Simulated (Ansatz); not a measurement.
# CrCoPt2: competing magnetic orders

Which arrangement of moments is lowest in this cell of CrCoPt2? The runs shown use PAW and LAPW. Its runs: parallel moments (PAW and LAPW); no spin polarisation (PAW); moments start +- (PAW and LAPW).

Computed with Ansatz 0.2.0 (DFT LDA, with the methods named in each step, unless a step's input says otherwise).

1 further run of the same task is left out (it didn't finish).

## 1. The structure to begin with

It takes space group P4/mmm (No. 123, tetragonal). Conventional cell: a = 3.819 Å, b = 3.819 Å, c = 3.746 Å, α = 90.00°, β = 90.00°, γ = 90.00°. Around Cr (site symmetry 4/mmm) lie 8 Pt at 2.67 Å and 4 Co at 2.70 Å. Around Co (site symmetry 4/mmm) lie 8 Pt at 2.67 Å and 4 Cr at 2.70 Å. Pt (site symmetry mmm) is surrounded by 4 Cr at 2.67 Å and 4 Co at 2.67 Å and 4 Pt at 2.70 Å.

Structure file:

```
Cr Co Pt
1.0
     3.81900    0.00000    0.00000
     0.00000    3.81900    0.00000
     0.00000    0.00000    3.74600
Cr Co Pt
1 1 2
Direct
  0.00000 0.00000 0.00000
  0.50000 0.50000 0.00000
  0.00000 0.50000 0.50000
  0.50000 0.00000 0.50000
```

In patterns such as +-, the signs follow the magnetic atoms in the order of the input.

Atoms are numbered in the order of the input: Cr1, Co2, Pt3, Pt4.

## 2. Parallel moments, PAW

File input.yaml:

```yaml
crystal:
  lattice:
    - [3.819, 0.0, 0.0]
    - [0.0, 3.819, 0.0]
    - [0.0, 0.0, 3.746]
  atoms:
    - { symbol: Cr, position: [0.0, 0.0, 0.0], spin: 3.0 }
    - { symbol: Co, position: [0.5, 0.5, 0.0], spin: 2.0 }
    - { symbol: Pt, position: [0.0, 0.5, 0.5] }
    - { symbol: Pt, position: [0.5, 0.0, 0.5] }
magnetization:
  spin_polarized: true
kpoints:
  mp_grid: { grid: [8, 8, 8] }
scf:
  occupations: { method: fermi_dirac, width: 0.05 }
  lower_state_search: "off"
hamiltonian:
  xc: lda
  pseudopotentials: { kind: paw }
output:
  forces: true
  stress: true
  eigenvalues: true
  populations: true
  write_density: true
  write_potential: true
  elf: true
  volumetric_format: npy
```

Run with:

```sh
> ansatz run input.yaml --threads 2 --pin off --max-ram 6144MiB --backend cpu --events-out ev --progress --plain --runs-dir out
```

## 3. Parallel moments, LAPW

input.yaml, as its differences from that of step 2:

```diff
@@ -19,3 +19,3 @@
   xc: lda
-  pseudopotentials: { kind: paw }
+  pseudopotentials: { kind: all_electron, lapw: { basis_error: 0.001 } }
 output:
@@ -25,5 +25 @@
   populations: true
-  write_density: true
-  write_potential: true
-  elf: true
-  volumetric_format: npy
```

## 4. No spin polarisation, PAW

File input.yaml:

```yaml
crystal:
  lattice:
    - [3.819, 0.0, 0.0]
    - [0.0, 3.819, 0.0]
    - [0.0, 0.0, 3.746]
  atoms:
    - { symbol: Cr, position: [0.0, 0.0, 0.0] }
    - { symbol: Co, position: [0.5, 0.5, 0.0] }
    - { symbol: Pt, position: [0.0, 0.5, 0.5] }
    - { symbol: Pt, position: [0.5, 0.0, 0.5] }
kpoints:
  mp_grid: { grid: [8, 8, 8] }
scf:
  occupations: { method: fermi_dirac, width: 0.05 }
  lower_state_search: "off"
hamiltonian:
  xc: lda
  pseudopotentials: { kind: paw }
output:
  forces: true
  stress: true
  eigenvalues: true
```

## 5. Moments start +-, PAW

input.yaml, as its differences from that of step 4:

```diff
@@ -6,6 +6,8 @@
   atoms:
-    - { symbol: Cr, position: [0.0, 0.0, 0.0] }
-    - { symbol: Co, position: [0.5, 0.5, 0.0] }
+    - { symbol: Cr, position: [0.0, 0.0, 0.0], spin: 3.0 }
+    - { symbol: Co, position: [0.5, 0.5, 0.0], spin: -2.0 }
     - { symbol: Pt, position: [0.0, 0.5, 0.5] }
     - { symbol: Pt, position: [0.5, 0.0, 0.5] }
+magnetization:
+  spin_polarized: true
 kpoints:
@@ -22 +24,6 @@
   eigenvalues: true
+  populations: true
+  write_density: true
+  write_potential: true
+  elf: true
+  volumetric_format: npy
```

## 6. Moments start +-, LAPW

input.yaml, as its differences from that of step 5:

```diff
@@ -19,3 +19,3 @@
   xc: lda
-  pseudopotentials: { kind: paw }
+  pseudopotentials: { kind: all_electron, lapw: { basis_error: 0.001 } }
 output:
@@ -25,5 +25 @@
   populations: true
-  write_density: true
-  write_potential: true
-  elf: true
-  volumetric_format: npy
```

(Steps that only read results are left out.)

What does the calculation give? Wanted: lowest state (for each run or level that gives them).

**Answer**, as computed:

```
                                        quantity                                         value
lowest state (LAPW), reached from several starts  Cr1 2.54, Co2 -1.29, Pt3 -0.11, Pt4 -0.11 μB
 lowest state (PAW), reached from several starts  Cr1 2.46, Co2 -1.29, Pt3 -0.12, Pt4 -0.12 μB
                     its gain over no spin (PAW)                                473.2 meV/cell
```

**Reading.** By LAPW the starts «parallel moments» and «moments start +-» end in one state, the lowest found. By PAW the starts «moments start +-» and «parallel moments» end in one state, the lowest found. A run can end in another pattern than it began with. Only this cell's orders were tried, so longer waves of spin are out of reach. The magnetic state is the one reached from the start moments in this cell; it needn't be the ground state. Spin-orbit coupling is left out, though the cell holds Pt; in elements this heavy it can shift bands and gaps by tenths of an eV. The k mesh (8×8×8) wasn't tested for convergence.
